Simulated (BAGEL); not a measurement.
# GeH3SF (SMILES [F][GeH2][SH]): HF/aug-cc-pVDZ (density fitting with qzvpp-jkfit)

Aim: the vertical electron affinity of GeH3SF at HF/aug-cc-pVDZ (density fitting with qzvpp-jkfit), from 2 runs. 

The results are computed with BAGEL 1.2.2.

## (1) Starting point

GeH3SF: 6 atoms, total charge 0, spin state singlet. SMILES: `[F][GeH2][SH]`. Geometry: relaxed at PBE0-D4/def2-TZVP. This is one conformer, not always the lowest.

Bond lengths: F1–Ge2 1.741 Å, Ge2–S3 2.200 Å, Ge2–H4 1.532 Å, Ge2–H5 1.530 Å, S3–H6 1.343 Å. Angles: F1–Ge2–S3 109.3°, F1–Ge2–H4 105.1°, F1–Ge2–H5 106.5°, S3–Ge2–H4 112.0°, S3–Ge2–H5 107.9°, Ge2–S3–H6 94.0°, H4–Ge2–H5 115.8°.

## (2) A single-point energy at HF/aug-cc-pVDZ (density fitting with qzvpp-jkfit)

The input, hf.json:

```json
{ "bagel" : [

{
  "title" : "molecule",
  "basis" : "aug-cc-pvdz.json",
  "df_basis" : "qzvpp-jkfit",
  "angstrom" : true,
  "geometry" : [
    { "atom" : "F", "xyz" : [   -1.827000,    0.202700,    0.284700 ] },
    { "atom" : "Ge", "xyz" : [   -0.256800,    0.103100,   -0.460100 ] },
    { "atom" : "S", "xyz" : [    1.293400,    0.470100,    1.056800 ] },
    { "atom" : "H", "xyz" : [   -0.176000,   -1.316500,   -1.029800 ] },
    { "atom" : "H", "xyz" : [   -0.189800,    1.236800,   -1.485200 ] },
    { "atom" : "H", "xyz" : [    1.198400,   -0.760300,    1.587300 ] }
  ]
},
{ "title" : "hf", "charge" : 0 },
{ "title" : "print", "file" : "orbitals.molden", "orbitals" : true }

]}
```

The basis set aug-cc-pVDZ is read from a file made from the Basis Set Exchange's data (not shown).

Run with:

```bash
$ BAGEL_NUM_THREADS=1 BAGEL hf.json > hf.out
```

Standard output:

```text
* using 1 threads per process

  ===============================================================
  ===============================================================

  *** Geometry ***

  { "atom" : "F", "xyz" : [     -3.452530,      0.383047,      0.538005 ] },
  { "atom" : "Ge", "xyz" : [     -0.485282,      0.194831,     -0.869463 ] },
  { "atom" : "S", "xyz" : [      2.444172,      0.888360,      1.997063 ] },
  { "atom" : "H", "xyz" : [     -0.332592,     -2.487824,     -1.946040 ] },
  { "atom" : "H", "xyz" : [     -0.358670,      2.337213,     -2.806621 ] },
  { "atom" : "H", "xyz" : [      2.264648,     -1.436759,      2.999562 ] },

  Number of auxiliary basis functions:      525

  Since a DF basis is specified, we compute 2- and 3-index integrals:
    o Being stored without compression. Storage requirement is 0.054 GB

  Number of basis functions:      113
  Number of electrons      :       60

    * METHOD: MOLECULE                             0.27

  *** RHF ***

  === Nuclear Repulsion ===
   280.1974620912

      * DIIS with orbital gradients will be used.

  === RHF iteration (aug-cc-pvdz.json) ===
      0      -2573.91770867          0.01391049           0.12
      1      -2574.03314150          0.01070607           0.11
      2      -2574.12827377          0.00132981           0.11
      3      -2574.13001246          0.00039514           0.11
      4      -2574.13018660          0.00010659           0.11
      5      -2574.13020178          0.00002480           0.11
      6      -2574.13020267          0.00000558           0.11
      7      -2574.13020271          0.00000172           0.11
      8      -2574.13020272          0.00000077           0.11
      9      -2574.13020272          0.00000029           0.12
     10      -2574.13020272          0.00000009           0.11
     11      -2574.13020272          0.00000003           0.11
     12      -2574.13020272          0.00000001           0.11
     13      -2574.13020272          0.00000000           0.11
    * SCF iteration converged.

    * Permanent dipole moment:
           (   -0.556585,     0.413186,     0.509536) a.u.

    * METHOD: HF                                   1.82

    * METHOD: PRINT                                0.01

  ===============================================================
```

It took 2.3 s on 1 thread of Intel Xeon 6975P-C (Granite Rapids), shared host; peak memory 0.18 GiB.

## (3) The doublet anion, same level

The input, input.json:

```json
{ "bagel": [

{
  "title": "molecule",
  "basis": "aug-cc-pvdz.json",
  "df_basis": "qzvpp-jkfit",
  "angstrom": true,
  "geometry": [
    { "atom": "F", "xyz": [      -1.827000,       0.202700,       0.284700 ] },
    { "atom": "Ge", "xyz": [      -0.256800,       0.103100,      -0.460100 ] },
    { "atom": "S", "xyz": [       1.293400,       0.470100,       1.056800 ] },
    { "atom": "H", "xyz": [      -0.176000,      -1.316500,      -1.029800 ] },
    { "atom": "H", "xyz": [      -0.189800,       1.236800,      -1.485200 ] },
    { "atom": "H", "xyz": [       1.198400,      -0.760300,       1.587300 ] }
  ]
},

{
  "title": "uhf",
  "charge": -1,
  "nopen": 1
},

{
  "title": "print",
  "file": "orbitals.molden",
  "orbitals": true
}

]}
```

The basis set aug-cc-pVDZ is read from a file made from the Basis Set Exchange's data (not shown).

Run with:

```bash
$ BAGEL_NUM_THREADS=1 BAGEL input.json > input.out
```

Standard output:

```text
* using 1 threads per process

  ===============================================================
  ===============================================================

  *** Geometry ***

  { "atom" : "F", "xyz" : [     -3.452530,      0.383047,      0.538005 ] },
  { "atom" : "Ge", "xyz" : [     -0.485282,      0.194831,     -0.869463 ] },
  { "atom" : "S", "xyz" : [      2.444172,      0.888360,      1.997063 ] },
  { "atom" : "H", "xyz" : [     -0.332592,     -2.487824,     -1.946040 ] },
  { "atom" : "H", "xyz" : [     -0.358670,      2.337213,     -2.806621 ] },
  { "atom" : "H", "xyz" : [      2.264648,     -1.436759,      2.999562 ] },

  Number of auxiliary basis functions:      525

  Since a DF basis is specified, we compute 2- and 3-index integrals:
    o Being stored without compression. Storage requirement is 0.054 GB

  Number of basis functions:      113
  Number of electrons      :       60

    * METHOD: MOLECULE                             0.26

  *** Open-shell HF ***

  === Nuclear Repulsion ===
   280.1974620912

      * DIIS with orbital gradients will be used.

  === UHF iteration (aug-cc-pvdz.json) ===
      0      -2573.81259335          0.02598129           0.23
      1      -2573.93387674          0.02470975           0.22
      2      -2574.01067925          0.01405861           0.22
      3      -2574.07717738          0.00243045           0.21
      4      -2574.08367385          0.00108723           0.22
      5      -2574.08652898          0.00058672           0.24
      6      -2574.08873339          0.00034253           0.23
      7      -2574.08977959          0.00029953           0.23
      8      -2574.09116048          0.00028713           0.24
      9      -2574.09155850          0.00024810           0.23
     10      -2574.09242473          0.00024760           0.23
     11      -2574.09295077          0.00020973           0.24
     12      -2574.09406608          0.00027707           0.23
     13      -2574.09412182          0.00024906           0.23
     14      -2574.09434260          0.00017649           0.23
     15      -2574.09466715          0.00014334           0.24
     16      -2574.09472184          0.00013853           0.23
     17      -2574.09476257          0.00013648           0.22
     18      -2574.09519557          0.00011049           0.24
     19      -2574.09527951          0.00010534           0.23
     20      -2574.09541663          0.00009583           0.22
     21      -2574.09574590          0.00007655           0.24
     22      -2574.09562427          0.00017224           0.23
     23      -2574.09575742          0.00010105           0.22
     24      -2574.09580588          0.00002661           0.24
     25      -2574.09580649          0.00004385           0.23
     26      -2574.09580903          0.00001928           0.22
     27      -2574.09580883          0.00001008           0.24
     28      -2574.09580963          0.00000708           0.24
     29      -2574.09580976          0.00000213           0.23
     30      -2574.09580978          0.00000152           0.24
     31      -2574.09580980          0.00000099           0.23
     32      -2574.09580981          0.00000066           0.22
     33      -2574.09580982          0.00000047           0.23
     34      -2574.09580982          0.00000022           0.23
     35      -2574.09580982          0.00000015           0.23
     36      -2574.09580982          0.00000008           0.22
     37      -2574.09580982          0.00000004           0.23
     38      -2574.09580982          0.00000003           0.23
     39      -2574.09580982          0.00000002           0.23
     40      -2574.09580982          0.00000001           0.23
    * SCF iteration converged.

    * S^2 (UHF) is 0.7505

    * Permanent dipole moment:
           (    1.116236,    -2.836819,     2.369688) a.u.

    * METHOD: UHF                                  9.67

    * METHOD: PRINT                                0.01

  ===============================================================
```

Run time: 10 s. Hardware: 1 thread of Intel Xeon 6975P-C (Granite Rapids), shared host; peak memory 0.18 GiB.

## (4) Outcome

Level: HF/aug-cc-pVDZ (density fitting with qzvpp-jkfit).

| quantity | value |
| --- | --- |
| singlet GeH3SF: total energy | -2574.13020 Eh |
| singlet GeH3SF: dipole moment | 2.19 D |
| singlet GeH3SF: HOMO energy | -10.84 eV |
| singlet GeH3SF: LUMO energy | 0.98 eV |
| singlet GeH3SF: HOMO–LUMO gap | 11.82 eV |
| doublet anion: total energy | -2574.09581 Eh |
| doublet anion: ⟨S²⟩ | 0.750 |
| vertical electron affinity (to the doublet anion) | -0.936 eV |

What this shows: The anion lies 0.94 eV (21.6 kcal/mol) above the neutral: the electron isn't bound at this level, and such a value depends on the basis. Hartree–Fock misses the correlation that binds many anions.
